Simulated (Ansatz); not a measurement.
# SiHCl3 (trichlorosilane) at BLYP/def2-SVPD

Aim: the energy change on altering one bond length of SiHCl3 (trichlorosilane) at BLYP/def2-SVPD, from 2 runs. 

The results are computed with Ansatz 0.2.0.

44 further runs of the same task are left out: 2 that didn't finish, 42 set aside as unsound or not needed.

## Step 1: The molecule

SiHCl3 has 5 atoms, charge 0, and is taken as a singlet. SMILES: `Cl[SiH](Cl)Cl`. Geometry: relaxed at PBE0-D4/def2-TZVP.

Bond lengths: Cl1–Si2 2.030 Å, Si2–Cl3 2.030 Å, Si2–Cl4 2.030 Å, Si2–H5 1.469 Å. Angles: Cl1–Si2–Cl3 109.5°, Cl1–Si2–Cl4 109.5°, Cl3–Si2–Cl4 109.5°, Cl1–Si2–H5 109.5°, Cl3–Si2–H5 109.4°, Cl4–Si2–H5 109.4°.

## Step 2: A single-point energy at BLYP/def2-SVPD

The input, in.yaml:

```yaml
basis:
  gaussian:
    orbitals: def2-SVPD
crystal:
  periodic: [false, false, false]
  atoms:
    - symbol: Cl
      position_ang: [1.690930, -0.571430, 0.891880]
    - symbol: Si
      position_ang: [-0.081300, -0.012690, 0.075440]
    - symbol: Cl
      position_ang: [0.017700, 1.933700, -0.491290]
    - symbol: Cl
      position_ang: [-0.476020, -1.170520, -1.544190]
    - symbol: H
      position_ang: [-1.151310, -0.179060, 1.068150]
hamiltonian:
  xc: {name: BLYP}
accuracy: high
output:
  orbitals: {seedname: orbitals}
```

Run with:

```
$ ansatz run in.yaml --threads 1 --pin off --max-ram 3480MiB --events-out events.jsonl --progress --plain --runs-dir runs
```

Output:

```text
Warning: RAYON_NUM_THREADS=1 ignored (pool sized by the plan → 1); use --threads N
Functional definition: BLYP
  name "BLYP"
  parameter beta = 0.0042
  parameter a = 0.04918
  parameter b = 0.132
  parameter c = 0.2533
  parameter d = 0.349
  exchange = b88_x(beta = beta)
  correlation = lyp_c(a = a, b = b, c = c, d = d)
2081 factors; integrals over basis functions are off by at most 3.4e-9 eV
mean field evaluation 1: about -45450.5480 eV, gradient 1.9e1 eV
mean field evaluation 2: about -45450.4696 eV, gradient 2.1e1 eV
mean field evaluation 4: about -45451.5410 eV, gradient 1.2e0 eV
mean field evaluation 8: about -45451.5390 eV, gradient 2.4e-2 eV
mean field evaluation 16: about -45451.5390 eV, gradient 7.3e-7 eV
mean field -45451.53904583 eV, -1670.3132517746 hartree, gradient 5.4e-8 eV, S^2 0.000000; 0 other end points of the search recorded, 0 dependent functions left out
reference -45451.53909250 eV, -1670.3132534898 hartree; 33, 33 occupied and 80, 80 virtual orbitals, 2081 factors
Total energy: -45451.53909250 eV, -1670.3132534898 hartree
```

Run time: 4.5 s. Hardware: 1 thread of Intel Xeon 6975P-C (Granite Rapids), shared host; peak memory 0.31 GiB.

## Step 3: The distorted shape, same level

The input, molecule.yaml:

```yaml
crystal:
  periodic: [false, false, false]
  atoms:
    - {symbol: Cl, position_ang: [1.611732, -2.128501, 1.345252]}
    - {symbol: Si, position_ang: [-0.160498, -1.569761, 0.528812]}
    - {symbol: Cl, position_ang: [0.017700, 1.933700, -0.491290]}
    - {symbol: Cl, position_ang: [-0.555218, -2.727591, -1.090818]}
    - {symbol: H, position_ang: [-1.230508, -1.736131, 1.521522]}
basis:
  gaussian: {orbitals: def2-SVPD}
hamiltonian: {xc: {name: BLYP}}
accuracy: high
output: {orbitals: {seedname: orbitals}}
```

Run with:

```
$ ansatz run molecule.yaml --threads 1 --pin off --max-ram 3480MiB --events-out events.jsonl --progress --plain --runs-dir runs
```

Output:

```text
Warning: RAYON_NUM_THREADS=1 ignored (pool sized by the plan → 1); use --threads N
Functional definition: BLYP
  name "BLYP"
  parameter beta = 0.0042
  parameter a = 0.04918
  parameter b = 0.132
  parameter c = 0.2533
  parameter d = 0.349
  exchange = b88_x(beta = beta)
  correlation = lyp_c(a = a, b = b, c = c, d = d)
2076 factors; integrals over basis functions are off by at most 3.7e-9 eV
mean field evaluation 1: about -45443.8471 eV, gradient 3.1e1 eV
mean field evaluation 2: about -45234.3037 eV, gradient 1.3e2 eV
mean field evaluation 4: about -45440.4048 eV, gradient 3.7e1 eV
mean field evaluation 8: about -45446.4886 eV, gradient 1.9e1 eV
mean field evaluation 16: about -45448.3630 eV, gradient 6.0e-2 eV
mean field -45448.36303884 eV, -1670.1965356703 hartree, gradient 8.4e-8 eV, S^2 0.000000; 0 other end points of the search recorded, 0 dependent functions left out
reference -45448.36308974 eV, -1670.1965375410 hartree; 33, 33 occupied and 80, 80 virtual orbitals, 2076 factors
Total energy: -45448.36308974 eV, -1670.1965375410 hartree
```

It took 5.4 s on 1 thread of Intel Xeon 6975P-C (Granite Rapids), shared host; peak memory 0.31 GiB.

## Step 4: Summary of results

Level: BLYP/def2-SVPD.

| quantity | value |
| --- | --- |
| first shape: total energy | -1670.31325 Eh |
| first shape: HOMO energy | -7.90 eV |
| first shape: LUMO energy | -1.25 eV |
| first shape: HOMO–LUMO gap | 6.66 eV |
| distorted shape: total energy | -1670.19654 Eh |
| distorted shape: HOMO energy | -6.12 eV |
| distorted shape: LUMO energy | -5.71 eV |
| distorted shape: HOMO–LUMO gap | 0.41 eV |
| energy change with the Si2–Cl3 bond stretched from 2.030 to 3.653 Å | 3.176 eV |

In words: One bond (distorted shape) is far stretched, which a spin-restricted single reference describes badly; a broken-symmetry solution may lie lower. With the Si2–Cl3 bond stretched from 2.030 to 3.653 Å the energy rises by 3.18 eV (306 kJ/mol). The first shape isn't relaxed at this level, so the change isn't measured from a minimum. A restricted reference can't describe the breaking bond well at this length.
